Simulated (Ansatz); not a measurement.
The system is NaLaMnMoO6.

```
Na La Mn Mo O
1.0
     5.43212   -0.01130   -0.00034
     2.44365    4.93484   -0.01855
     0.10940    2.68471    5.04562
Na La Mn Mo O
1 1 1 1 6
Direct
  0.69740 0.05972 0.73638
  0.41072 0.51412 0.00994
  0.92147 0.57866 0.41655
  0.21633 0.97870 0.33337
  0.56869 0.61375 0.56391
  0.40995 0.05114 0.05764
  0.31236 0.21070 0.45135
  0.04288 0.86047 0.12140
  0.05836 0.76646 0.60633
  0.86183 0.36628 0.20313
```

The cell was built by a generator and needn't be a form met in nature.

Base run:

| Quantity | Value |
| --- | --- |
| Program | Ansatz 0.2.0 |
| Functional | PBE |
| Potentials or basis | Ansatz PAW |
| Cutoff | 420 eV |
| Density cutoff | 1680 eV |
| k mesh | 6 × 6 × 5 |
| Occupations | fermi-dirac, width 0.05 eV |
| Spin | collinear spin, ferromagnetic start |
| Starting moments | [0.0, 0.0, 4.0, 1.0, 0.0, 0.0, 0.0, 0.0, 0.0, 0.0] μB |
| Hubbard terms | La f U = 6 eV, Mn d U = 6 eV, Mo d U = 6 eV |

Its results: band gap on the k mesh 1.23 eV, indirect (least direct gap 1.37 eV); pressure 3.2 GPa; net moment 5.00 μB per cell; site moments Na +0.00; La +0.00; Mn +4.08; Mo +0.10; O -0.02, -0.00, +0.00, +0.01 μB; largest force 0.986 eV/Å.

Question: The run is repeated on the same cell with these changes: hubbard terms from La f U = 6 eV, Mn d U = 6 eV, Mo d U = 6 eV to La f U = 2 eV, Mn d U = 2 eV, Mo d U = 2 eV. What comes out?

Answer: Band gap on the k mesh 0.46 eV, indirect (least direct gap 0.64 eV); pressure 1.2 GPa; net moment 5.00 μB per cell; site moments Na +0.00; La +0.01; Mn +3.94; Mo +0.12; O -0.00, +0.02, +0.04, +0.01 μB; largest force 0.462 eV/Å.

Caveats: the magnetic or orbital state may not be the lowest; odd divisions of the mesh miss points on the zone boundary, where band edges often lie, so the gap on the mesh can be too wide; spin-orbit coupling is left out, which moves the levels of the heavy elements; a cell with one magnetic atom can't hold antiferromagnetic order, which such compounds often take; the density of states is complete only up to the lowest level of the last band computed.

A k mesh can miss the band edges.

Not every run made on this cell is shown here.
